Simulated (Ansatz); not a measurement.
# Rubidium, beta-Sn type under BLYP: ground state and equation of state

The plan for rubidium in the beta-Sn type structure: relax it, solve it on a dense k-mesh, then scale the cell to 7 volumes from 88 to 112 % of the relaxed one and try a fit of the equation of state. Spin polarisation is left out. The k-meshes are 8×8×5 for the relaxation; 12×12×8 for the dense run; 8×8×6 for the volumes.

Computed with Ansatz 0.2.0 (DFT BLYP, plane waves (420 eV) with PAW, scalar-relativistic; PBE-made PAW files, unless a step says otherwise).

### Step 1. The system as given

Symmetry: I4_1/amd, No. 141, tetragonal system. The conventional cell has a = 8.750 Å, b = 8.750 Å, c = 4.778 Å, α = 90.00°, β = 90.00°, γ = 90.00°.

As a file:

```
CELL_PARAMETERS angstrom
-4.37524 4.37524 2.38888
4.37524 -4.37524 2.38888
4.37524 4.37524 -2.38888
ATOMIC_POSITIONS crystal
Rb 0.00000 0.00000 0.00000
Rb 0.75000 0.25000 0.50000
```

### Step 2. Relaxing cell and atoms

input.yaml

```yaml
crystal:
  lattice:
    - [-4.3752418631, 4.3752418631, 2.3888820573]
    - [4.3752418631, -4.3752418631, 2.3888820573]
    - [4.3752418631, 4.3752418631, -2.3888820573]
  atoms:
    - { symbol: Rb, position: [0.0, 0.0, 0.0] }
    - { symbol: Rb, position: [0.75, 0.25, 0.5] }
hamiltonian:
  xc: blyp
  pseudopotentials:
    kind: paw
    azcp:
      Rb: "pseudopotentials/Rb.paw.azcp"
basis:
  ecutwfc: 420
  fft_grid_basis: typed
kpoints:
  mp_grid: { grid: [8, 8, 5], shift: [0, 0, 0] }
magnetization:
  spin_polarized: false
scf:
  occupations: { method: fermi_dirac, width: 0.1 }
relax:
  max_steps: 60
  f_tol: 0.01
  cell: {}
```

The runs that follow: The energy on a finer k-mesh; Equation of state: 88 %; Equation of state: 92 %; Equation of state: 96 %; Equation of state: 100 %; Equation of state: 104 %; Equation of state: 108 %; Equation of state: 112 %.

Q: Predict the outcome of this session. Wanted: space group; conventional cell; volume; shortest distance; gap on the mesh; relative to bcc; V₀, B₀, B₀′.

The runs gave:

```
                      quantity                                                value
space group (spins left aside)                                        C2/c (No. 15)
             conventional cell  a = 4.797 Å, b = 12.966 Å, c = 7.064 Å, β = 109.66°
                        volume                                      103.449 Å³/atom
             shortest distance                                              4.796 Å
               gap on the mesh                         none (levels filled in part)
               relative to bcc                                         +41 meV/atom
                   V₀, B₀, B₀′                        103.122 Å³/atom, 1.8 GPa, 4.2
```

What this shows: The relaxation enlarged the cell by 13.1 % in volume. The cell has left its prototype: it ends as C2/c. What follows belongs to that structure, not to the type named at the start. The mesh has less symmetry than the lattice, which may have let the distortion in. Against the reference form of rubidium (bcc, computed apart with the same settings) it stands 41 meV/atom higher. No gap shows: it is a metal or semimetal at this level. B₀ comes out at 1.8 GPa, a soft solid; letting shape and positions relax at each volume could only lower it.
